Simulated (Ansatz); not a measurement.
# CH4O2SW: the cost of one run

Method: RKS PBE0-D4/def2-TZVP; program: Ansatz 0.2.0, Gaussian basis.

Levels to be run: relaxation at PBE0-D4/def2-TZVP; harmonic vibrations at the same level; a single point in def2-TZVPP for the fields.

## (1) Starting geometry

SMILES `[CH3][W](=[O])([OH])=[S]`, 9 atoms, charge 0, spin multiplicity 1.

Atoms are counted from 1 here; the program's logs count them from 0.

Bond lengths: C1–W2 2.197 Å, C1–H6 1.106 Å, C1–H7 1.105 Å, C1–H8 1.104 Å, W2–O3 1.680 Å, W2–O4 1.826 Å, W2–S5 2.189 Å, O4–H9 0.968 Å. Angles: W2–C1–H6 112.6°, W2–C1–H7 112.3°, W2–C1–H8 113.0°, H6–C1–H7 106.0°, H6–C1–H8 106.6°, H7–C1–H8 105.9°, C1–W2–O3 101.1°, C1–W2–O4 105.3°, C1–W2–S5 100.7°, O3–W2–O4 123.7°, O3–W2–S5 108.9°, O4–W2–S5 113.6°, W2–O4–H9 172.1°.

Coordinates:

```xyz
9

C    -0.37600   -0.60828   -1.12503
W     0.65154    0.30176    0.59034
O     1.93497   -0.76133    0.79994
O    -0.65010    0.57824    1.84142
S     1.39940    2.14713   -0.31825
H    -1.27476   -0.04123   -1.43080
H     0.26990   -0.66024   -2.02058
H    -0.70632   -1.64388   -0.93086
H    -1.24864    0.68783    2.59382
```

The start is a GFN2-xTB geometry. W takes the def2 core potential; no spin-orbit term is included.

## (2) Optimising with PBE0-D4/def2-TZVP

The input, in.yaml:

```yaml
crystal:
  periodic: [false, false, false]
  atoms:
    - {symbol: C, position_ang: [-0.376000, -0.608280, -1.125030]}
    - {symbol: W, position_ang: [0.651540, 0.301760, 0.590340]}
    - {symbol: O, position_ang: [1.934970, -0.761330, 0.799940]}
    - {symbol: O, position_ang: [-0.650100, 0.578240, 1.841420]}
    - {symbol: S, position_ang: [1.399400, 2.147130, -0.318250]}
    - {symbol: H, position_ang: [-1.274760, -0.041230, -1.430800]}
    - {symbol: H, position_ang: [0.269900, -0.660240, -2.020580]}
    - {symbol: H, position_ang: [-0.706320, -1.643880, -0.930860]}
    - {symbol: H, position_ang: [-1.248640, 0.687830, 2.593820]}
basis:
  gaussian: {orbitals: def2-TZVP}
hamiltonian: {xc: pbe0, dispersion: d4}
relax: {f_tol: 0.005, max_steps: 150}
```

On the command line:

```
$ ansatz run in.yaml --threads 4 --pin off --events-out ev --progress --plain --max-ram 10444MiB
```

What time and memory should one allow on 4 threads of Arm Neoverse V1, shared host?

About 66 s, with a peak of 0.52 GiB.
